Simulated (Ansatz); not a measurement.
# AlH4NaOSi: the cost of one run

All numbers below are computed with Ansatz 0.2.0 (RKS B3LYP/def2-SVP).

## Step 1: The structure to begin with

Bond lengths: Na1–O2 1.893 Å, O2–Si3 1.575 Å, Si3–Al4 2.429 Å, Si3–H5 1.502 Å, Si3–H6 1.501 Å, Al4–H7 1.579 Å, Al4–H8 1.579 Å. Angles: Na1–O2–Si3 167.7°, O2–Si3–Al4 106.6°, O2–Si3–H5 112.5°, O2–Si3–H6 112.5°, Al4–Si3–H5 111.3°, Al4–Si3–H6 111.6°, H5–Si3–H6 102.5°, Si3–Al4–H7 126.5°, Si3–Al4–H8 126.3°, H7–Al4–H8 106.9°.

Structure file:

```xyz
8

Na    0.1456    2.4640   -2.4671
O    -0.0964    0.9735   -1.3255
Si   -0.4703   -0.3926   -0.6371
Al    0.5124   -0.3446    1.5833
H     0.0109   -1.5804   -1.4200
H    -1.9532   -0.6202   -0.5802
H    -0.1268    0.2918    2.8798
H     1.9778   -0.7914    1.9668
```

## Step 2: Relaxing end A

The input, input.yaml:

```yaml
crystal:
  periodic: [false, false, false]
  atoms:
    - { symbol: Na, position_ang: [0.14556, 2.46398, -2.46713] }
    - { symbol: O, position_ang: [-0.09637, 0.97352, -1.32554] }
    - { symbol: Si, position_ang: [-0.47026, -0.39264, -0.63713] }
    - { symbol: Al, position_ang: [0.51243, -0.34458, 1.58333] }
    - { symbol: H, position_ang: [0.01085, -1.58045, -1.42] }
    - { symbol: H, position_ang: [-1.95323, -0.62021, -0.58015] }
    - { symbol: H, position_ang: [-0.12681, 0.29177, 2.87982] }
    - { symbol: H, position_ang: [1.97783, -0.79138, 1.9668] }
basis:
  gaussian: { orbitals: def2-SVP }
hamiltonian:
  xc: b3lyp
relax:
  f_tol: 0.015
  max_steps: 40
```

Started as:

```sh
> ansatz run input.yaml --threads 1 --pin off --max-ram 2048MiB --backend cpu --events-out ev --progress --plain --runs-dir out
```

**Question.** How long does this run take on 1 thread of AMD EPYC 9R45 (Zen 5), shared host, and how much memory does it need?

About 16 s, with a peak of 0.19 GiB.
